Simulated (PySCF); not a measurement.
# C5H6O3: magnetic properties

What do calculations give for the magnetic properties of C5H6O3 (`C=CCC(=O)OC=O`)?

Computed with PySCF 2.14.0 and routines of our own; the level stands in each step. Atoms count from 0.

## 1. The starting structure

14 atoms, charge 0, multiplicity 1; geometry from: GFN2-xTB.

## 2. Magnetic properties: GIAO B3LYP/pcSseg-1

Job settings and geometry (Å):

```
{"job": {"kind": "mag", "xc": "B3LYP", "basis": "pcSseg-1", "isotopologues": 2}, "charge": 0, "multiplicity": 1}
C     -2.688685    -0.465743    -0.542608
C     -1.746340     0.250639     0.038268
C     -0.420633    -0.303354     0.460919
C      0.725121     0.482098    -0.125417
O      0.689610     1.566372    -0.604958
O      1.885747    -0.278096     0.003732
C      3.090470     0.127454    -0.455646
O      3.358405     1.123609    -1.034979
H     -3.628708    -0.033648    -0.837427
H     -2.561963    -1.517098    -0.745210
H     -1.882397     1.305443     0.228592
H     -0.315074    -1.352696     0.181415
H     -0.316557    -0.236958     1.549477
H      3.810325    -0.668495    -0.193084
```

Level: GIAO B3LYP/pcSseg-1 magnetisability, rotational g tensor and spin-rotation constants, non-relativistic, gas phase.

Started as:

```console
$ OMP_NUM_THREADS=1 python excited_run.py task.json out
```

One launch serves the whole session: the jobs run in the order shown.

The program printed:

```text
coarse grid: 12408 points
cycle   1  E = -419.3670811838  dE =  1.487e+00  |g| = 1.256e+00  |ddm| = 3.398e+00
cycle   2  E = -418.1926318677  dE =  1.174e+00  |g| = 2.775e+00  |ddm| = 2.650e+00
cycle   3  E = -419.6248308983  dE = -1.432e+00  |g| = 4.787e-01  |ddm| = 2.123e+00
cycle   4  E = -419.6638193785  dE = -3.899e-02  |g| = 1.590e-01  |ddm| = 3.569e-01
cycle   5  E = -419.6676451432  dE = -3.826e-03  |g| = 3.876e-02  |ddm| = 8.603e-02
cycle   6  E = -419.6679760235  dE = -3.309e-04  |g| = 1.137e-02  |ddm| = 3.352e-02
cycle   7  E = -419.6680001448  dE = -2.412e-05  |g| = 5.039e-03  |ddm| = 1.004e-02
cycle   8  E = -419.6680052707  dE = -5.126e-06  |g| = 1.160e-03  |ddm| = 3.604e-03
final grid: 121896 points
cycle   9  E = -419.7630637069  dE = -2.995e-05  |g| = 8.344e-03  |ddm| = 1.919e-02
cycle  10  E = -419.7630401842  dE =  2.352e-05  |g| = 1.404e-02  |ddm| = 1.336e-02
cycle  11  E = -419.7630762645  dE = -3.608e-05  |g| = 2.832e-03  |ddm| = 9.088e-03
cycle  12  E = -419.7630777910  dE = -1.526e-06  |g| = 4.378e-04  |ddm| = 1.849e-03
cycle  13  E = -419.7630778210  dE = -2.999e-08  |g| = 1.229e-04  |ddm| = 2.994e-04
cycle  14  E = -419.7630778240  dE = -3.046e-09  |g| = 2.735e-05  |ddm| = 1.018e-04
cycle  15  E = -419.7630778242  dE = -1.399e-10  |g| = 1.325e-05  |ddm| = 3.359e-05
converged SCF energy = -419.7630778242

Magnetisability tensor (1e-30 J/T^2)
     -871.03      -35.91       18.64
      -35.91     -764.07      -50.63
       18.64      -50.63    -1029.71
isotropic -888.27   principal values   -1039.89   -881.91   -743.01
isotropic susceptibility -53.493 1e-6 cm^3/mol

Inertial axes            a          b          c
rot. const./GHz      6.7678     0.9993     0.9193
chi total           -53.148    -45.600    -61.730
chi diamagnetic    -268.506  -1263.556  -1367.602
chi paramagnetic    215.357   1217.955   1305.872
quadrupole/D A       -0.171     -3.078      3.249
g nuclear            0.5914     0.5553     0.5542
g electronic        -0.6847    -0.5718    -0.5640
g total             -0.0933    -0.0165    -0.0098

Spin-rotation constants (kHz, H = +C I.J)
atom  isotope        aa         bb         cc
  8     1H        0.059     -0.029     -0.100
  9     1H       -0.695      0.026     -0.050
 10     1H       -0.660      0.041     -0.050
 11     1H       -0.717     -0.008     -0.062
 12     1H       -0.704     -0.097      0.024
 13     1H       -0.205      0.019     -0.074
  0    13C*       2.033      0.392      0.213
  1    13C*       2.268      0.419      0.227
  2    13C*       1.112      0.193      0.194
  3    13C*       3.673      0.306      0.275
  4    17O*      -3.759     -0.723     -0.081
  5    17O*      -1.686     -0.490     -0.187
  6    13C*       3.443      0.287      0.257
  7    17O*      -4.604     -0.593     -0.092
* in the singly substituted isotopologue

Isotopologues: g along a, b, c
2H    at 8,9,10,11,12,1    -0.0802    -0.0151    -0.0090
13C   at 0                 -0.0929    -0.0162    -0.0097
```

Wall time 17 s (1 thread of Arm Neoverse V2, shared host); peak memory 0.74 GiB.

In short:

```tsv
quantity	value
magnetisability	-888·10⁻³⁰ J/T²
molar susceptibility	-53.5·10⁻⁶ cm³/mol
rotational g (a, b, c)	-0.0933, -0.0165, -0.0098
```

## 3. Magnetic properties: GIAO BHandHLYP/6-31++G**

The job, as its differences from that of step 2:

```diff
@@ -1,2 +1,2 @@
-{"job": {"kind": "mag", "xc": "B3LYP", "basis": "pcSseg-1", "isotopologues": 2}, "charge": 0, "multiplicity": 1}
+{"job": {"kind": "mag", "xc": "BHandHLYP", "basis": "6-31++G**", "scf": {"aux": "def2-universal-jkfit"}}, "charge": 0, "multiplicity": 1}
 C     -2.688685    -0.465743    -0.542608
```

With the program's defaults for keys left out, this is: GIAO BHandHLYP/6-31++G** magnetisability, rotational g tensor and spin-rotation constants, non-relativistic, gas phase.

The program printed:

```text
final grid: 121896 points
cycle   1  E = -419.3167061740  dE =  1.705e+00  |g| = 1.103e+00  |ddm| = 3.945e+00
cycle   2  E = -418.9910758984  dE =  3.256e-01  |g| = 1.761e+00  |ddm| = 3.009e+00
cycle   3  E = -419.5669810420  dE = -5.759e-01  |g| = 2.094e-01  |ddm| = 2.002e+00
cycle   4  E = -419.5743102845  dE = -7.329e-03  |g| = 8.510e-02  |ddm| = 2.305e-01
cycle   5  E = -419.5756743984  dE = -1.364e-03  |g| = 1.300e-02  |ddm| = 8.894e-02
cycle   6  E = -419.5757183715  dE = -4.397e-05  |g| = 4.834e-03  |ddm| = 2.611e-02
cycle   7  E = -419.5757254702  dE = -7.099e-06  |g| = 1.935e-03  |ddm| = 1.003e-02
cycle   8  E = -419.5757264125  dE = -9.423e-07  |g| = 9.178e-04  |ddm| = 3.636e-03
cycle   9  E = -419.5757266083  dE = -1.958e-07  |g| = 2.065e-04  |ddm| = 1.245e-03
cycle  10  E = -419.5757266152  dE = -6.885e-09  |g| = 1.191e-04  |ddm| = 3.491e-04
cycle  11  E = -419.5757266182  dE = -3.068e-09  |g| = 2.117e-05  |ddm| = 1.688e-04
cycle  12  E = -419.5757266183  dE = -1.005e-10  |g| = 5.229e-06  |ddm| = 4.432e-05
converged SCF energy = -419.5757266183

Magnetisability tensor (1e-30 J/T^2)
     -883.77      -42.33       16.52
      -42.33     -782.90      -51.88
       16.52      -51.88    -1054.84
isotropic -907.17   principal values   -1064.82   -899.15   -757.53
isotropic susceptibility -54.631 1e-6 cm^3/mol

Inertial axes            a          b          c
rot. const./GHz      6.7678     0.9993     0.9193
chi total           -54.020    -46.621    -63.252
chi diamagnetic    -268.519  -1263.552  -1367.503
chi paramagnetic    214.499   1216.931   1304.251
quadrupole/D A       -0.097     -3.034      3.131
g nuclear            0.5914     0.5553     0.5542
g electronic        -0.6820    -0.5713    -0.5633
g total             -0.0906    -0.0160    -0.0091

Spin-rotation constants (kHz, H = +C I.J)
atom  isotope        aa         bb         cc
  8     1H        0.050     -0.029     -0.100
  9     1H       -0.686      0.026     -0.051
 10     1H       -0.651      0.043     -0.049
 11     1H       -0.714     -0.009     -0.061
 12     1H       -0.708     -0.096      0.021
 13     1H       -0.203      0.019     -0.076
  0    13C*       1.760      0.346      0.181
  1    13C*       1.986      0.373      0.193
  2    13C*       0.921      0.163      0.163
  3    13C*       3.297      0.282      0.236
  4    17O*      -3.404     -0.663     -0.058
  5    17O*      -1.395     -0.429     -0.156
  6    13C*       3.124      0.259      0.221
  7    17O*      -4.163     -0.539     -0.066
* in the singly substituted isotopologue
```

It took 21 s on 1 thread of Arm Neoverse V2, shared host; peak memory 0.77 GiB.

Key values:

```tsv
quantity	value
magnetisability	-907·10⁻³⁰ J/T²
molar susceptibility	-54.6·10⁻⁶ cm³/mol
rotational g (a, b, c)	-0.0906, -0.0160, -0.0091
```

## 4. Magnetic properties: GIAO wB97X-D/STO-3G

The job, as its differences from that of step 3:

```diff
@@ -1,2 +1,2 @@
-{"job": {"kind": "mag", "xc": "BHandHLYP", "basis": "6-31++G**", "scf": {"aux": "def2-universal-jkfit"}}, "charge": 0, "multiplicity": 1}
+{"job": {"kind": "mag", "xc": "wB97X-D", "basis": "STO-3G", "scf": {"conv": 0.1, "max_cycle": 93}}, "charge": 0, "multiplicity": 1}
 C     -2.688685    -0.465743    -0.542608
```

Method: GIAO wB97X-D/STO-3G magnetisability, rotational g tensor and spin-rotation constants, non-relativistic, gas phase.

The program printed:

```text
final grid: 121896 points
cycle   1  E = -413.7942245491  dE =  2.067e+00  |g| = 1.058e+00  |ddm| = 5.147e+00
cycle   2  E = -413.4350143578  dE =  3.592e-01  |g| = 1.785e+00  |ddm| = 2.903e+00
cycle   3  E = -414.1544604044  dE = -7.194e-01  |g| = 2.441e-01  |ddm| = 1.810e+00
cycle   4  E = -414.1692615299  dE = -1.480e-02  |g| = 7.390e-02  |ddm| = 3.169e-01
converged SCF energy = -414.1692615299

Magnetisability tensor (1e-30 J/T^2)
     -728.43      -70.72        7.28
      -70.72     -640.78     -102.47
        7.28     -102.47    -1041.60
isotropic -803.60   principal values   -1066.56   -762.13   -582.13
isotropic susceptibility -48.394 1e-6 cm^3/mol

Inertial axes            a          b          c
rot. const./GHz      6.7678     0.9993     0.9193
chi total           -45.080    -36.592    -63.511
chi diamagnetic    -260.438  -1255.829  -1359.350
chi paramagnetic    215.358   1219.238   1295.839
quadrupole/D A       -0.260     -2.588      2.848
g nuclear            0.5914     0.5553     0.5542
g electronic        -0.6847    -0.5724    -0.5597
g total             -0.0933    -0.0171    -0.0055

Spin-rotation constants (kHz, H = +C I.J)
atom  isotope        aa         bb         cc
  8     1H        0.024     -0.031     -0.100
  9     1H       -0.715      0.023     -0.052
 10     1H       -0.655      0.027     -0.050
 11     1H       -0.679     -0.018     -0.058
 12     1H       -0.668     -0.094      0.004
 13     1H       -0.140      0.030     -0.090
  0    13C*       1.286      0.257      0.119
  1    13C*       1.367      0.264      0.123
  2    13C*       0.546      0.093      0.086
  3    13C*       2.379      0.111      0.136
  4    17O*      -3.069     -0.764      0.020
  5    17O*      -1.423     -0.319     -0.045
  6    13C*       2.086      0.135      0.123
  7    17O*      -3.569     -0.656      0.019
* in the singly substituted isotopologue
```

Run time: 5.1 s. Hardware: 1 thread of Arm Neoverse V2, shared host; peak memory 0.43 GiB.

A normal end doesn't make this result sound: the SCF threshold of 0.1 Eh is far too loose; the basis STO-3G is minimal.

## 5. The levels compared

```tsv
level	ξ (10⁻³⁰ J/T²)	g(a)	g(b)	gap (eV)	functions	time
GIAO B3LYP/pcSseg-1	-888	-0.0933	-0.0165	6.23	166	17 s
GIAO BHandHLYP/6-31++G**	-907	-0.0906	-0.0160	8.93	180	21 s
```

## 6. Outcome

| quantity | value |
| --- | --- |
| magnetisability (step 2, GIAO B3LYP/pcSseg-1) | -888·10⁻³⁰ J/T² |
| molar susceptibility (step 2, GIAO B3LYP/pcSseg-1) | -53.5·10⁻⁶ cm³/mol |
| rotational g (a, b, c) (step 2, GIAO B3LYP/pcSseg-1) | -0.0933, -0.0165, -0.0098 |
| magnetisability over the levels | -907 to -888·10⁻³⁰ J/T² |
| runs | 0 failed, 1 ended on unsound input |

The magnetisability spreads by 2.1 % over 2 levels of like cost. Two levels can agree by chance, so this spread shows no convergence. Vibrational averaging and real surroundings are missing from these values.
